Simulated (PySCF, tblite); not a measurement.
# C5H17AlN2: geometry, infrared bands and NMR shifts

Aim: predict the infrared bands and NMR shifts of C5H17AlN2 (`C[N](C)[AlH2-][N+](C)(C)C`).

Computed with tblite 0.8.0 and PySCF 2.14.0, with density-fitted response routines of our own, on a single molecule in the gas phase. Atoms count from 0, in the outputs and in this text.

### Step 1. The starting structure

25 atoms, charge 0, multiplicity 1; geometry from: force field or distance geometry start.

Bonds of the start (Å): C0–N1 1.47, N1–C2 1.47, N1–Al3 1.93, Al3–N4 1.94, N4–C5 1.47, N4–C6 1.48, N4–C7 1.47, C0–H8 1.11, C0–H9 1.10, C0–H10 1.12, C2–H11 1.11, C2–H12 1.12, C2–H13 1.10, Al3–H14 1.61, Al3–H15 1.61, C5–H16 1.12, C5–H17 1.12, C5–H18 1.11, C6–H19 1.11, C6–H20 1.12, C6–H21 1.12, C7–H22 1.11, C7–H23 1.11, C7–H24 1.12.

### Step 2. Optimising the geometry with GFN2-xTB

The job: settings as JSON, then the geometry in Å.

```
{"job": {"kind": "relax", "xc": "GFN2-xTB", "basis": "xTB"}, "charge": 0, "multiplicity": 1}
C      2.225000    -1.150700    -1.323900
N      1.558000     0.019500    -0.722900
C      2.575700     0.996200    -0.292500
Al     0.490800    -0.527600     0.794400
N     -1.340000     0.076400     0.560900
C     -2.159600    -0.333000     1.711100
C     -1.351000     1.553200     0.432400
C     -1.886800    -0.516300    -0.672900
H      2.903500    -1.656700    -0.602000
H      2.796600    -0.834900    -2.210100
H      1.448300    -1.875900    -1.674400
H      3.147700     1.341800    -1.173700
H      2.061200     1.895000     0.145700
H      3.269300     0.571600     0.455400
H      1.079300     0.106300     2.147200
H      0.499300    -2.126400     0.940400
H     -1.756600     0.110200     2.659800
H     -2.162900    -1.445500     1.825500
H     -3.209800     0.007900     1.604900
H     -0.742600     1.888800    -0.429900
H     -2.392100     1.936400     0.302700
H     -0.933400     2.030000     1.351800
H     -1.886200    -1.624800    -0.603100
H     -1.303400    -0.232200    -1.570400
H     -2.941200    -0.185000    -0.840900
```

On the command line:

```bash
OMP_NUM_THREADS=1 python probes_run.py task.json out
```

This one command runs all jobs of the session in turn.

**Question.** This job is followed by: GFN2-xTB harmonic vibrations, gas phase; GIAO PBE0/pcSseg-1 NMR shielding, non-relativistic, gas phase. Predict these results of the whole session: strongest single infrared mode (GFN2-xTB); zero-point energy (GFN2-xTB); 13C shifts against TMS (PBE0/pcSseg-1, means over atoms taken as alike); 1H shifts against TMS (PBE0/pcSseg-1, means over atoms taken as alike); 15N shifts against NH3 (PBE0/pcSseg-1); 27Al shifts against AlH4- (PBE0/pcSseg-1).

The runs gave:

```
                                                               quantity                 value
                              strongest single infrared mode (GFN2-xTB)  696 cm⁻¹, 661 km/mol
                                           zero-point energy (GFN2-xTB)        133.1 kcal/mol
13C shifts against TMS (PBE0/pcSseg-1, means over atoms taken as alike)        45.8, 44.9 ppm
 1H shifts against TMS (PBE0/pcSseg-1, means over atoms taken as alike)  3.75, 2.89, 2.39 ppm
                                 15N shifts against NH3 (PBE0/pcSseg-1)        43.5, 40.1 ppm
                              27Al shifts against AlH4- (PBE0/pcSseg-1)              76.6 ppm
```

The optimisation took 100 steps and gained 0.776 eV; among the close pairs (by a distance rule), Al3–N4 changed most, from 1.942 to 2.078 Å. No mode is imaginary among the 69: a minimum at this level. The strongest single mode, at 696 cm⁻¹, moves mainly H14 and H15. Unscaled tight-binding wavenumbers are off by several per cent, some by more. Its intensities can rank the bands wrongly. At PBE0/pcSseg-1: Shielding is most anisotropic at N1 (span 74 ppm, paramagnetic term -100 ppm).
